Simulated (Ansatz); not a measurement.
# Pd (sc type): a single-point run

Wanted: a converged single-point run for Pd (sc type), and a check of what comes out.

Program: Ansatz 0.2.0. Level of theory: Kohn-Sham DFT, with the functional, basis and potentials that each input names. These are calculated values, not measurements.

1 further run of the same task is left out (it didn't finish). Runs told in other sessions of the task aren't counted.

**1. Starting point**

The structure is cubic, space group Pm-3m (No. 221). Conventional cell: a = 2.539 Å, b = 2.539 Å, c = 2.539 Å, α = 90.00°, β = 90.00°, γ = 90.00°. Around Pd (site symmetry m-3m) lie 6 Pd at 2.54 Å.

Coordinates:

```cif
data_structure
_symmetry_space_group_name_H-M 'Pm-3m'
_symmetry_Int_Tables_number 221
_cell_length_a 2.5391
_cell_length_b 2.5391
_cell_length_c 2.5391
_cell_angle_alpha 90.000
_cell_angle_beta 90.000
_cell_angle_gamma 90.000
_cell_volume 16.37
loop_
_atom_site_label
_atom_site_type_symbol
_atom_site_symmetry_multiplicity
_atom_site_Wyckoff_symbol
_atom_site_fract_x
_atom_site_fract_y
_atom_site_fract_z
_atom_site_occupancy
Pd1 Pd 1 a 0.00000 0.00000 0.00000 1
```

**2. Running it**

Contents of input.yaml:

```yaml
crystal:
  lattice:
    - [2.5391195222, 0.0, 0.0]
    - [0.0, 2.5391195222, 0.0]
    - [0.0, 0.0, 2.5391195222]
  atoms:
    - { symbol: Pd, position: [0.0, 0.0, 0.0] }
kpoints:
  mp_grid: { grid: [15, 15, 15] }
scf:
  occupations: { method: fermi_dirac, width: 0.1 }
  max_iter: 100
hamiltonian:
  xc: gga
  pseudopotentials: { kind: nc }
output:
  forces: true
  stress: true
  eigenvalues: true
```

Started as:

```console
$ ansatz run input.yaml --threads 1 --pin off --max-ram 2048MiB --backend cpu --events-out ev --progress --plain --runs-dir out
```

What happens when this is run?

The run ended at the input check. The line that matters: «line 14 column 7: hamiltonian.xc: unknown variant `gga`, expected one of `lda`, `lda-pw`, `pw92`, `pbe`, `pbesol`, `rpbe`, `revpbe`, `blyp`, ...»

In the input, hamiltonian.xc is gga. No functional of that name is defined in this program.

Fix: set hamiltonian.xc to lda. Any name on the list would pass the check; a listed functional of a like name need not be the same functional.
